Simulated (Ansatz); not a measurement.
# AsH2− (singlet): wave-function methods side by side, aug-cc-pVDZ

An exercise on one series of results from a longer session: the logs are not shown, and one member is left open.

Program: Ansatz 0.2.0, Gaussian basis. Level of theory: aug-cc-pVDZ, core rule «outside noble gas», up to 14 orbitals frozen. These are calculated values, not measurements.

The runs, in order: UHF; CCSD(T) on RHF; BCCD(T) on RHF; CISD; CCSDT(Q) on RHF; CCSDTQ on RHF; CASSCF and MRCISD+Q, 8 electrons in 6 orbitals; CASSCF and MRCISD+Q(relaxed), 8 electrons in 6 orbitals; CASSCF and NEVPT2, 8 electrons in 6 orbitals.

3 further runs of the same task are left out: 3 set aside as unsound or not needed.

### The system

The geometry is a PBE0/def2-TZVPD stationary point (not a proven minimum). No spin-orbit coupling is included. The filled d shell of As may be among the frozen orbitals whatever the setting's name suggests; the logs give the count.

3 atoms, charge -1, spin multiplicity 1.

Atoms are counted from 1 here; the program's logs count them from 0.

Bond lengths: As1–H2 1.540 Å, As1–H3 1.540 Å. Angles: H2–As1–H3 90.8°.

The first run:

in.yaml reads:

```yaml
crystal:
  periodic: [false, false, false]
  atoms:
    - {symbol: As, position_ang: [0.000000, -0.028329, 0.000001]}
    - {symbol: H, position_ang: [0.000000, 1.052852, -1.097265]}
    - {symbol: H, position_ang: [0.000000, 1.052894, 1.097224]}
basis:
  gaussian: {orbitals: aug-cc-pVDZ}
total_charge: -1
magnetization: {spin_polarized: true, initial_magnetization: 0}
hamiltonian: {xc: hf}
output: {orbitals: {seedname: orbitals}}
```

Started as:

```
$ ansatz run in.yaml --threads 1 --pin off --events-out ev --progress --plain --max-ram 4096MiB --backend cpu
```

Steps of the session up to this table: UHF; CCSD(T) on RHF; BCCD(T) on RHF; CISD; CCSDT(Q) on RHF; CCSDTQ on RHF; CASSCF and MRCISD+Q, 8 electrons in 6 orbitals; CASSCF and MRCISD+Q(relaxed), 8 electrons in 6 orbitals; CASSCF and NEVPT2, 8 electrons in 6 orbitals.

One table of the session follows, with a row left open; its other results are not shown here.

| method | from RCCSDTQ (kcal/mol) |
| --- | --- |
| RHF | ? |
| RMP2 | +18.77 |
| CISD | +9.93 |
| RCCSD | +4.08 |
| RCCSD(T) | +0.66 |
| BCCD(T) | +0.66 |
| RCCSDT | +0.21 |
| RCCSDT(Q) | +0.01 |
| RCCSDTQ | 0 |
| CASSCF valence | +83.02 |
| NEVPT2 valence | +22.65 |
| MRCISD valence | +6.64 |
| MRCISD+Q valence | +0.57 |
| MRCISD+Q(relaxed) valence | +0.18 |

Q: Estimate the row for RHF from the others.

The run gave: from RCCSDTQ (kcal/mol): +103.90. In the column «from RCCSDTQ (kcal/mol)» it is the highest.
